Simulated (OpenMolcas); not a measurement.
# One shape, several levels: CH5AsSi (SMILES C1[SiH2][AsH]1)

We compute a comparison of 6 runs (HF/3-21G, HF/def2-SVP, B2PLYP/def2-SVP, B3LYP/def2-SVP, r2SCAN/def2-SVP, revPBE/def2-SVP) of CH5AsSi. 

The results are computed with OpenMolcas 26.06.

### 1 The system as given

CH5AsSi: 8 atoms, total charge 0, spin state singlet. As SMILES, `C1[SiH2][AsH]1`. The Si2–H7 distance was set to 2.662 Å, away from the relaxed value. At this shape a bond of the SMILES string is far longer than usual.

Bond lengths: C1–Si2 1.843 Å, C1–As3 2.046 Å, Si2–As3 2.317 Å, C1–H4 1.084 Å, C1–H5 1.086 Å, Si2–H6 1.480 Å, As3–H8 1.526 Å. Some angles: C1–Si2–As3 57.6°, Si2–C1–As3 72.9°, C1–As3–Si2 49.5°, C1–Si2–H6 117.5°, As3–Si2–H6 118.8°, Si2–C1–H4 121.0°, Si2–C1–H5 118.1°, As3–C1–H4 114.8°, As3–C1–H5 110.5°, C1–As3–H8 92.8°.

### 2 A single-point energy at HF/3-21G (run 1)

Contents of mol.inp:

```
>>> EXPORT MOLCAS_PRINT=2

&GATEWAY
 BasLib
 $CurrDir
 Coord
 8
 angstrom
 C       -1.836703       0.210541      -0.101759
 Si      -0.358603       0.855741       0.789941
 As      -1.604503      -0.930059       1.581441
 H       -1.733603      -0.331359      -1.035059
 H       -2.757103       0.784441      -0.048059
 H       -0.485103       2.166541       1.464741
 H        2.040800       0.422300      -0.277100
 H       -0.638003      -1.886759       0.889841
 Basis
 3-21G
 Group
 NoSym

&SEWARD

&SCF
 Thresholds
 1e-10 1e-07 1e-07 1e-05
 PrOrbitals
 1 1
```

The basis set 3-21G is read from a file made from the Basis Set Exchange's data (not shown).

Command:

```bash
export MOLCAS_MEM=1860
pymolcas mol.inp > mol.log
```

Log:

```text
--- Start Module: gateway ---
[...]
--- Stop Module: gateway /rc=_RC_ALL_IS_WELL_ ---
--- Start Module: seward ---
[...]
      Basis functions           54
--- Stop Module: seward /rc=_RC_ALL_IS_WELL_ ---
[...]
--- Start Module: scf ---
[...]
       Convergence after  14 Iterations
[...]
::    Total SCF energy                              -2551.2028658366
[...]
      Total spin, S                                     0.0000000000
[...]
      Total electronic charge=   58.000000
      Total            charge=   -0.000000
[...]
      Dipole Moment (debye):
      Origin of the operator (angstrom)=   -1.2997   -0.3506    1.1703
                   X= -1.0671E+00               Y=  4.1994E-01               Z= -3.4394E-01           Total=  1.1973E+00
      Quadrupole Moment (debye*angstrom):
[...]
--- Stop Module: scf /rc=_RC_ALL_IS_WELL_ ---
[...]
```

Run time: 4.2 s. Hardware: 1 thread of AMD EPYC 7R43 (Zen 3), shared host; peak memory 0.38 GiB.

### 3 A single-point energy at HF/def2-SVP (run 2)

Contents of calc.input:

```
&GATEWAY
BasLib=$CurrDir
Coord
8
angstrom
C       -1.836703       0.210541      -0.101759
Si      -0.358603       0.855741       0.789941
As      -1.604503      -0.930059       1.581441
H       -1.733603      -0.331359      -1.035059
H       -2.757103       0.784441      -0.048059
H       -0.485103       2.166541       1.464741
H        2.040800       0.422300      -0.277100
H       -0.638003      -1.886759       0.889841
Basis=def2-SVP
Group=NoSym
&SEWARD
&SCF
Thresholds=1e-10 1e-07 1e-07 1e-05
PrOrbitals=1 1
```

The basis set def2-SVP is read from a file made from the Basis Set Exchange's data (not shown).

Command:

```bash
export MOLCAS_MEM=1860
pymolcas calc.input > calc.log
```

Log:

```text
--- Start Module: gateway ---
[...]
--- Stop Module: gateway /rc=_RC_ALL_IS_WELL_ ---
--- Start Module: seward ---
[...]
      Basis functions           89
--- Stop Module: seward /rc=_RC_ALL_IS_WELL_ ---
[...]
--- Start Module: scf ---
[...]
       Convergence after  18 Iterations
[...]
::    Total SCF energy                              -2563.3374951647
[...]
      Total spin, S                                     0.0000000000
[...]
      Total electronic charge=   58.000000
      Total            charge=   -0.000000
[...]
      Dipole Moment (debye):
      Origin of the operator (angstrom)=   -1.2997   -0.3506    1.1703
                   X= -1.7660E+00               Y=  5.4507E-01               Z= -3.6221E-02           Total=  1.8485E+00
      Quadrupole Moment (debye*angstrom):
[...]
--- Stop Module: scf /rc=_RC_ALL_IS_WELL_ ---
[...]
```

It took 14 s on 1 thread of AMD EPYC 7R43 (Zen 3), shared host; peak memory 0.48 GiB.

Runs 3 to 5 aren't shown in full; the table further down has their settings and results.

### 4 The energy at revPBE/def2-SVP (run 6)

Contents of input.xyz:

```xyz
8

C     -1.836703     0.210541    -0.101759
Si    -0.358603     0.855741     0.789941
As    -1.604503    -0.930059     1.581441
H     -1.733603    -0.331359    -1.035059
H     -2.757103     0.784441    -0.048059
H     -0.485103     2.166541     1.464741
H      2.040800     0.422300    -0.277100
H     -0.638003    -1.886759     0.889841
```

Contents of run.inp:

```
* CH5AsSi Kohn-Sham DFT

&GATEWAY
  BasLib
  $CurrDir
  Coord
  input.xyz
  Basis
  def2-SVP
  Group
  NoSym

&SEWARD
  GridInput
  Grid=UltraFine
  End of Grid

&SCF
  KSDFT
  revPBE
  Thresholds
  1e-10 1e-07 1e-07 1e-05
  PrOrbitals
  1 2
```

The basis set def2-SVP is read from a file made from the Basis Set Exchange's data (not shown).

Command:

```bash
export MOLCAS_MEM=1860
pymolcas run.inp > run.log
```

Log:

```text
--- Start Module: gateway ---
[...]
--- Stop Module: gateway /rc=_RC_ALL_IS_WELL_ ---
--- Start Module: seward ---
[...]
      Basis functions           89
--- Stop Module: seward /rc=_RC_ALL_IS_WELL_ ---
[...]
--- Start Module: scf ---
[...]
       Convergence after  20 Iterations
[...]
::    Total KS-DFT energy                           -2565.7016913853
[...]
      Total spin, S                                     0.0000000000
[...]
      Total electronic charge=   58.000000
      Total            charge=   -0.000000
[...]
      Dipole Moment (debye):
      Origin of the operator (angstrom)=   -1.2997   -0.3506    1.1703
                   X= -1.5951E+00               Y=  2.2138E-01               Z= -1.3950E-01           Total=  1.6164E+00
      Quadrupole Moment (debye*angstrom):
[...]
--- Stop Module: scf /rc=_RC_ALL_IS_WELL_ ---
[...]
```

It took 41 s on 1 thread of AMD EPYC 7R43 (Zen 3), shared host; peak memory 0.49 GiB.

### 5 The series

```csv
run,level,frozen core orbitals,integration grid,energy (Eh),dipole moment (D),HOMO energy (eV),LUMO energy (eV),wall time
1,HF/3-21G,–,–,-2551.202866,1.20,-8.83,0.24,4.2 s
2,HF/def2-SVP,–,–,-2563.337495,1.85,-8.98,0.05,14 s
3,B2PLYP/def2-SVP,15,UltraFine,-2565.368472,1.68,-7.68,-1.87,31 s
4,B3LYP/def2-SVP,–,UltraFine,-2566.002195,1.64,-6.78,-3.16,31 s
5,r2SCAN/def2-SVP,–,UltraFine,-2565.886352,1.55,-6.33,-3.67,49 s
6,revPBE/def2-SVP,–,UltraFine,-2565.701691,1.62,-6.03,-3.63,41 s
```

### 6 Results

```
            quantity           value
 run 6: total energy  -2565.70169 Eh
run 6: dipole moment          1.62 D
  run 6: HOMO energy        -6.03 eV
  run 6: LUMO energy        -3.63 eV
run 6: HOMO–LUMO gap         2.40 eV
```

In words: The dipole moment (its size) runs from 1.20 D (HF/3-21G) to 1.85 D (HF/def2-SVP). The HOMO–LUMO gap runs from 2.40 eV (revPBE/def2-SVP) to 9.06 eV (HF/3-21G). The two ends differ in method and basis. For B2PLYP the log adds the whole second-order term; the table takes 0.27 of it, as the functional is defined. Totals of different functionals can't be ranked against each other. In runs 1, 2, 3, 4, 5, 6 a closed-shell determinant meets a far-stretched bond, which it describes badly. All runs together took 2.8 min, the longest 49 s.
